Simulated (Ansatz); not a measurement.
# C₄H₁₂InNS: taking an electron away

One table from this session's results is given with a row withheld; the runs are named, their logs left out.

Computed with Ansatz 0.2.0, Gaussian basis. Level: unrestricted cation, the program's frozen cores in correlated methods.

Levels to be run: UKS PBE-D4/def2-TZVPP; UKS r2SCAN-D4/def2-TZVPP; UKS PBE0-D4/def2-TZVPP; UKS B3LYP-D4/def2-TZVPP; UKS wB97X-V/def2-TZVPP; UKS wB97M-V/def2-TZVPP; UKS B2PLYP/def2-TZVPP; then −ε(HOMO) from the neutral's earlier runs with LDA (SPW92), PBE-D4, revPBE-D4, BLYP-D4, r2SCAN-D4, B97M-V, PBE0-D4, B3LYP-D4, r2SCANh-D4, r2SCAN0-D4, HSE06-D4, BHLYP-D4, CAM-B3LYP-D4, LC-ωPBE, ωB97X-V, ωB97M-V.

## The relaxed structure

An earlier PBE0-D4 in a triple-zeta def2 set relaxation fixed the geometry. In takes the def2 core potential; no spin-orbit term is included.

SMILES `C[CH2][In]([SH])[N](C)C`, 19 atoms, charge 0, spin multiplicity 1.

Atoms are counted from 1 here; the program's logs count them from 0.

Bond lengths: C1–C2 1.524 Å, C1–H8 1.095 Å, C1–H9 1.093 Å, C1–H10 1.093 Å, C2–In3 2.154 Å, C2–H11 1.093 Å, C2–H12 1.092 Å, In3–S4 2.396 Å, In3–N5 2.020 Å, S4–H13 1.343 Å, N5–C6 1.438 Å, N5–C7 1.435 Å, C6–H14 1.094 Å, C6–H15 1.102 Å, C6–H16 1.102 Å, C7–H17 1.092 Å, C7–H18 1.102 Å, C7–H19 1.102 Å. Angles: C2–C1–H8 111.1°, C2–C1–H9 112.1°, C2–C1–H10 112.0°, H8–C1–H9 107.1°, H8–C1–H10 107.1°, H9–C1–H10 107.2°, C1–C2–In3 113.6°, C1–C2–H11 110.8°, C1–C2–H12 111.1°, In3–C2–H11 106.8°, In3–C2–H12 107.4°, H11–C2–H12 106.9°, C2–In3–S4 124.4°, C2–In3–N5 120.6°, S4–In3–N5 114.9°, In3–S4–H13 94.6°, In3–N5–C6 121.6°, In3–N5–C7 125.8° and more.

As a file:

```xyz
19
C4H12InNS
C     1.1491   -2.1181   -1.6414
C     1.5403   -1.7735   -0.2090
In    1.0743    0.2541    0.3472
S     2.7090    1.9591    0.7491
N    -0.8458    0.8565    0.5259
C    -1.9427   -0.0550    0.3420
C    -1.2817    2.1887    0.8331
H     1.3836   -3.1620   -1.8740
H     0.0796   -1.9808   -1.8202
H     1.6798   -1.5003   -2.3699
H     1.0226   -2.4227    0.5020
H     2.6104   -1.9177   -0.0487
H     1.8047    2.9109    1.0315
H    -1.5861   -1.0645    0.1193
H    -2.5758   -0.1227    1.2413
H    -2.6000    0.2525   -0.4874
H    -0.4331    2.8640    0.9646
H    -1.8752    2.2230    1.7609
H    -1.9130    2.6088    0.0338
```

Set-up of the first run:

The input, in.yaml:

```yaml
crystal:
  periodic: [false, false, false]
  atoms:
    - {symbol: C, position_ang: [1.149052, -2.118078, -1.641423]}
    - {symbol: C, position_ang: [1.540285, -1.773483, -0.208981]}
    - {symbol: In, position_ang: [1.074263, 0.254097, 0.347194]}
    - {symbol: S, position_ang: [2.709028, 1.959056, 0.749099]}
    - {symbol: N, position_ang: [-0.845795, 0.856490, 0.525866]}
    - {symbol: C, position_ang: [-1.942651, -0.055005, 0.341986]}
    - {symbol: C, position_ang: [-1.281707, 2.188660, 0.833138]}
    - {symbol: H, position_ang: [1.383559, -3.162011, -1.874046]}
    - {symbol: H, position_ang: [0.079641, -1.980818, -1.820211]}
    - {symbol: H, position_ang: [1.679781, -1.500324, -2.369884]}
    - {symbol: H, position_ang: [1.022587, -2.422682, 0.501986]}
    - {symbol: H, position_ang: [2.610376, -1.917737, -0.048729]}
    - {symbol: H, position_ang: [1.804674, 2.910876, 1.031541]}
    - {symbol: H, position_ang: [-1.586097, -1.064546, 0.119288]}
    - {symbol: H, position_ang: [-2.575802, -0.122693, 1.241315]}
    - {symbol: H, position_ang: [-2.599996, 0.252453, -0.487376]}
    - {symbol: H, position_ang: [-0.433058, 2.863986, 0.964611]}
    - {symbol: H, position_ang: [-1.875168, 2.222996, 1.760863]}
    - {symbol: H, position_ang: [-1.912972, 2.608772, 0.033772]}
basis:
  gaussian: {orbitals: def2-TZVPP}
total_charge: 1
magnetization: {spin_polarized: true, initial_magnetization: 1}
hamiltonian: {xc: pbe, dispersion: d4}
```

Steps of the session up to this table: Cation, UKS PBE-D4/def2-TZVPP; Cation, UKS r2SCAN-D4/def2-TZVPP; Cation, UKS PBE0-D4/def2-TZVPP; Cation, UKS B3LYP-D4/def2-TZVPP; Cation, UKS wB97X-V/def2-TZVPP; Cation, UKS wB97M-V/def2-TZVPP; Cation, UKS B2PLYP (frozen core)/def2-TZVPP.

One of the session's tables, all rows but one given; the rest of the session is left out.

For comparison, −ε(HOMO) of the neutral from earlier runs:

| functional | −ε(HOMO) (eV) |
| --- | --- |
| LDA (SPW92) | 4.88 |
| PBE-D4 | 4.72 |
| revPBE-D4 | 4.66 |
| BLYP-D4 | 4.62 |
| r2SCAN-D4 | 4.93 |
| B97M-V | 5.04 |
| PBE0-D4 | 5.92 |
| B3LYP-D4 | 5.73 |
| r2SCANh-D4 | 5.38 |
| r2SCAN0-D4 | 6.08 |
| HSE06-D4 | 5.52 |
| BHLYP-D4 | 7.09 |
| CAM-B3LYP-D4 | 7.28 |
| LC-ωPBE | 8.59 |
| ωB97X-V | ? |
| ωB97M-V | 8.19 |

**Question.** Estimate the row for ωB97X-V.

The run gave: −ε(HOMO) (eV): 8.27. In the column «−ε(HOMO) (eV)» it lies between ωB97M-V (8.19) and LC-ωPBE (8.59).
